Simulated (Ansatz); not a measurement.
**wB97X/def2-SVP run of CH6BNO2 (SMILES OBNCO)**

What is the energy change on altering one bond length of CH6BNO2 at wB97X/def2-SVP? 

The calculation is run with Ansatz 0.2.0.

112 further runs of the same task are left out: 112 set aside as unsound or not needed.

## (1) The structure to begin with

CH6BNO2: 11 atoms, total charge 0, spin state singlet. SMILES: `OBNCO`. Geometry: relaxed at PBE0-D4/def2-TZVP. This is a higher conformer, about 10 kJ/mol above the lowest found by a separate search.

Bond lengths: O1–B2 1.362 Å, B2–N3 1.416 Å, N3–C4 1.423 Å, C4–O5 1.424 Å, O1–H6 0.965 Å, B2–H7 1.197 Å, N3–H8 1.004 Å, C4–H9 1.100 Å, C4–H10 1.096 Å, O5–H11 0.962 Å. Some angles: O1–B2–N3 121.8°, B2–N3–C4 124.5°, N3–C4–O5 109.1°, O1–B2–H7 118.8°, N3–B2–H7 119.3°, B2–O1–H6 111.4°, B2–N3–H8 119.6°, C4–N3–H8 115.8°, N3–C4–H9 110.6°, N3–C4–H10 109.5°.

## (2) The energy at wB97X/def2-SVP

Input file job.yaml:

```yaml
crystal:
  periodic: [false, false, false]
  atoms:
    - symbol: O
      position_ang: [-0.365300, 1.867300, 0.524000]
    - symbol: B
      position_ang: [-0.151000, 0.776300, 1.310700]
    - symbol: N
      position_ang: [0.041300, -0.514500, 0.761600]
    - symbol: C
      position_ang: [-0.074500, -0.827100, -0.621300]
    - symbol: O
      position_ang: [0.833500, -0.016400, -1.360600]
    - symbol: H
      position_ang: [-0.145900, 1.684700, -0.397300]
    - symbol: H
      position_ang: [-0.135500, 0.915900, 2.499600]
    - symbol: H
      position_ang: [0.344000, -1.265700, 1.354800]
    - symbol: H
      position_ang: [-1.095800, -0.629000, -0.978300]
    - symbol: H
      position_ang: [0.142100, -1.890000, -0.774600]
    - symbol: H
      position_ang: [0.672700, -0.158500, -2.298200]
basis:
  gaussian: {orbitals: def2-SVP}
output: {orbitals: {seedname: orbitals}}
hamiltonian: {xc: {name: wB97X}}
accuracy: high
```

On the command line:

```
$ ansatz run job.yaml --threads 1 --pin off --max-ram 3480MiB --events-out events.jsonl --progress --plain --runs-dir runs
```

The log of the run:

```text
Warning: RAYON_NUM_THREADS=1 ignored (pool sized by the plan → 1); use --threads N
Functional definition: wB97X
  name "wB97X"
  parameter omega = 0.3/bohr
  parameter cx = 0.157706
  parameter cx1 = 0.726479
  parameter cx2 = 1.04760
  parameter cx3 = -5.70635
  parameter cx4 = 13.2794
  parameter css1 = -4.33879
  parameter css2 = 18.2308
  parameter css3 = -31.7430
  parameter css4 = 17.2901
  parameter cos1 = 2.37031
  parameter cos2 = -11.3995
  parameter cos3 = 6.58405
  parameter cos4 = -3.78132
  exchange = spin_sum(e_x_unif_sr(omega)*poly(b97_u_x, 1 - cx, cx1, cx2, cx3, cx4)) + cx*exact_x_sr(omega)
      + exact_x_lr(omega)
  correlation = spin_sum(e_c_pw_same_spin*poly(b97_u_same, 1, css1, css2, css3, css4))
      + integral(e_c_pw_opposite_spin*poly(b97_u_opposite, 1, cos1, cos2, cos3, cos4))
2436 factors; integrals over basis functions are off by at most 3.5e-9 eV
379 factors; integrals over basis functions are off by at most 2.4e-9 eV
mean field evaluation 1: about -7383.6807 eV, gradient 5.7e1 eV
mean field evaluation 2: about -7384.8386 eV, gradient 5.4e1 eV
mean field evaluation 4: about -7389.7064 eV, gradient 2.1e0 eV
mean field evaluation 8: about -7389.8985 eV, gradient 9.4e-2 eV
mean field evaluation 16: about -7389.8986 eV, gradient 1.0e-4 eV
mean field -7389.89858147 eV, -271.5737638158 hartree, gradient 7.8e-8 eV, S^2 0.000000; 0 other end points of the search recorded, 0 dependent functions left out
reference -7389.89857848 eV, -271.5737637060 hartree; 20, 20 occupied and 80, 80 virtual orbitals, 2436 factors
Total energy: -7389.89857848 eV, -271.5737637060 hartree
```

Wall time 32 s (1 thread of Arm Neoverse V1, shared host); peak memory 0.59 GiB.

## (3) The distorted shape

Input file molecule.yaml:

```yaml
crystal:
  periodic: [false, false, false]
  atoms:
    - {symbol: O, position_ang: [-0.307397, 2.023607, 1.215481]}
    - {symbol: B, position_ang: [-0.093097, 0.932607, 2.002181]}
    - {symbol: "N", position_ang: [0.099203, -0.358193, 1.453081]}
    - {symbol: C, position_ang: [-0.074500, -0.827100, -0.621300]}
    - {symbol: O, position_ang: [0.833500, -0.016400, -1.360600]}
    - {symbol: H, position_ang: [-0.087997, 1.841007, 0.294181]}
    - {symbol: H, position_ang: [-0.077597, 1.072207, 3.191081]}
    - {symbol: H, position_ang: [0.401903, -1.109393, 2.046281]}
    - {symbol: H, position_ang: [-1.095800, -0.629000, -0.978300]}
    - {symbol: H, position_ang: [0.142100, -1.890000, -0.774600]}
    - {symbol: H, position_ang: [0.672700, -0.158500, -2.298200]}
basis:
  gaussian: {orbitals: def2-SVP}
hamiltonian: {xc: {name: wB97X}}
accuracy: high
output: {orbitals: {seedname: orbitals}}
```

On the command line:

```
$ ansatz run molecule.yaml --threads 1 --pin off --max-ram 3480MiB --events-out events.jsonl --progress --plain --runs-dir runs
```

The log of the run, cut to the lines that bear on the results:

```text
Warning: RAYON_NUM_THREADS=1 ignored (pool sized by the plan → 1); use --threads N
Functional definition: wB97X
  name "wB97X"
[...]
      + exact_x_lr(omega)
[...]
      + integral(e_c_pw_opposite_spin*poly(b97_u_opposite, 1, cos1, cos2, cos3, cos4))
2407 factors; integrals over basis functions are off by at most 3.2e-9 eV
399 factors; integrals over basis functions are off by at most 2.5e-9 eV
[...]
mean field -7386.55396962 eV, -271.4508515973 hartree, gradient 4.0e-8 eV, S^2 0.000000; 0 other end points of the search recorded, 0 dependent functions left out
reference -7386.55396648 eV, -271.4508514821 hartree; 20, 20 occupied and 80, 80 virtual orbitals, 2407 factors
Total energy: -7386.55396648 eV, -271.4508514821 hartree
```

Run time: 33 s. Hardware: 1 thread of Arm Neoverse V1, shared host; peak memory 0.58 GiB.

## (4) Summary of results

Level: wB97X/def2-SVP.

```
                                                         quantity          value
                                        first shape: total energy  -271.57376 Eh
                                         first shape: HOMO energy       -9.85 eV
                                         first shape: LUMO energy        3.30 eV
                                       first shape: HOMO–LUMO gap       13.15 eV
                                    distorted shape: total energy  -271.45085 Eh
                                     distorted shape: HOMO energy       -9.43 eV
                                     distorted shape: LUMO energy        0.58 eV
                                   distorted shape: HOMO–LUMO gap       10.01 eV
energy change with the N3–C4 bond stretched from 1.423 to 2.134 Å       3.345 eV
```

What this shows: With the N3–C4 bond stretched from 1.423 to 2.134 Å the energy rises by 3.34 eV (77 kcal/mol). The first shape isn't relaxed at this level, so the change isn't measured from a minimum.
